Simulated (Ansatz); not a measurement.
# NbInSe4: the cost of one run

Method: DFT PBE, scalar-relativistic, plane waves, PAW, in Ansatz 0.2.0.

2 further runs of the same task are left out: 1 that didn't finish, 1 set aside as unsound or not needed.

## Step 1: The system as given

The structure is cubic, space group F-43m (No. 216). Conventional cell: a = 8.336 Å, b = 8.336 Å, c = 8.336 Å, α = 90.00°, β = 90.00°, γ = 90.00°. Nb (site symmetry -43m) is surrounded by 12 Se at 3.46 Å and 4 In at 3.61 Å. In (site symmetry -43m) has 12 Se at 3.45 Å and 4 Nb at 3.61 Å in its first shell of neighbours. Around Se (site symmetry 3m) lie 6 Se at 2.92 to 2.97 Å and 3 In at 3.45 Å and 3 Nb at 3.46 Å.

As a file:

```cif
data_structure
_symmetry_space_group_name_H-M 'P 1'
_symmetry_Int_Tables_number 1
_cell_length_a 5.8947
_cell_length_b 5.8947
_cell_length_c 5.8947
_cell_angle_alpha 60.000
_cell_angle_beta 60.000
_cell_angle_gamma 60.000
_cell_volume 144.84
loop_
_atom_site_label
_atom_site_type_symbol
_atom_site_fract_x
_atom_site_fract_y
_atom_site_fract_z
_atom_site_occupancy
Nb1 Nb 0.50000 0.50000 0.50000 1
In1 In 0.25000 0.25000 0.25000 1
Se1 Se 0.87617 0.37148 0.87617 1
Se2 Se 0.87617 0.87617 0.37148 1
Se3 Se 0.87617 0.87617 0.87617 1
Se4 Se 0.37148 0.87617 0.87617 1
```

Recipe of the guess: species swapped into a database cell of DyCdNi4 (F-43m, No. 216), with Nb on the Dy sites, In on the Cd sites and Se on the Ni sites. Its size is a rough estimate.

## Step 2: The guess as it stands, on a coarse mesh

Contents of input.yaml:

```yaml
crystal:
  lattice:
    - [0.0, 4.16820599, 4.16820599]
    - [4.16820599, 0.0, 4.16820599]
    - [4.16820599, 4.16820599, 0.0]
  atoms:
    - { symbol: Nb, position: [0.5, 0.5, 0.5] }
    - { symbol: In, position: [0.25, 0.25, 0.25] }
    - { symbol: Se, position: [0.87617178, 0.37148467, 0.87617178] }
    - { symbol: Se, position: [0.87617178, 0.87617178, 0.37148467] }
    - { symbol: Se, position: [0.87617178, 0.87617178, 0.87617178] }
    - { symbol: Se, position: [0.37148467, 0.87617178, 0.87617178] }
basis:
  ecutwfc: 420
kpoints:
  mp_grid: { grid: [4, 4, 4] }
hamiltonian:
  xc: pbe
scf:
  occupations: { method: gaussian, width: 0.1 }
  lower_state_search: "off"
output:
  forces: true
  stress: true
  eigenvalues: true
```

Started as:

```
> ansatz run input.yaml --threads 1 --pin off --max-ram 2560MiB --backend cpu --events-out ev --progress --plain --runs-dir out
```

**Question.** How long does this run take on 1 thread of Arm Neoverse V1, shared host, and how much memory does it need?

About 5.6 s, with a peak of 0.38 GiB.
